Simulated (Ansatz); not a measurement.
# CH6BSb, SMILES B[CH2][SbH2]: vertical energies of changing the electron count

With the Python package of Ansatz (0.2.0).

Notebook, run cell by cell (the value of a cell's last expression is shown):

**Cell 1**
```python
import ansatz
```

**Cell 2**
```python
BASIS = "def2-SVPD"
FUNCTIONAL = "hf"
```

**Cell 3**
```python
def energy(molecule, charge=0, unpaired=0):
    calc = (
        molecule.calculation()
        .basis(gaussian=BASIS)
        .functional(FUNCTIONAL)
    )
    if charge:
        calc = calc.charge(charge)
    if unpaired:
        calc = calc.spin("collinear", total=unpaired)
    return calc.run(threads=1).report["free_energy_ev"]
```

**Cell 4**
```python
GEOMETRY = """
B    -0.64310    0.30280   -1.27430
C     0.50530    0.19470   -0.26200
Sb   -0.29780    0.16610    1.74450
H    -0.81350   -0.47770   -2.10080
H    -1.38950    1.29120   -1.25980
H     1.05450   -0.73190   -0.46250
H     1.23020    1.05720   -0.37260
H     1.31420   -0.39250    2.38040
H    -0.87190   -1.45610    1.59000
"""

system = ansatz.Crystal.molecule()
for line in GEOMETRY.strip().splitlines():
    symbol, *xyz = line.split()
    system = system.atom(symbol, [float(v) for v in xyz])
```

**Cell 5**
```python
parent = energy(system, 0, 0)
cation = energy(system, 1, 1)
print(f"E(N)   = {parent:.5f} eV")
print(f"E(N-1) = {cation:.5f} eV  (1 unpaired)")
print(f"vertical ionisation energy {cation - parent:.3f} eV")
anion = energy(system, -1, 1)
print(f"E(N+1) = {anion:.5f} eV  (1 unpaired)")
print(f"vertical electron affinity {parent - anion:.3f} eV" + ("" if anion < parent else " (unbound in this basis)"))
print(f"fundamental gap IP - EA = {cation + anion - 2 * parent:.3f} eV")
```
Output:
```text
E(N)   = -8304.94589 eV
E(N-1) = -8296.36387 eV  (1 unpaired)
vertical ionisation energy 8.582 eV
E(N+1) = -8303.89653 eV  (1 unpaired)
vertical electron affinity -1.049 eV (unbound in this basis)
fundamental gap IP - EA = 9.631 eV
```

At this unrelaxed geometry removing an electron costs 8.58 eV and an added one is unbound in this basis (by 1.05 eV).

Total energies depend on the basis set; only differences at equal settings carry meaning. The geometry is a force-field or estimated start, not a minimum of this method, and the basis set is short of its limit. All parts are taken at fixed geometry, without zero-point energy. At an unrelaxed start these energies can be a whole eV from those at the minimum, and a small affinity can change sign. def2 sets replace the cores of elements past krypton by effective core potentials. Hartree-Fock leaves correlation out, so bond, atomisation and ionisation energies come out well too low. A negative electron affinity means that the anion is unbound here; its size hangs on the basis and tends to about zero as the basis grows, and so does its part in any gap built on it. Finished in 14 s on 1 thread of Arm Neoverse V1, with other jobs on the host, peak memory 0.44 GiB.

(Lines on the test bed's own set-up are left out of the output.)
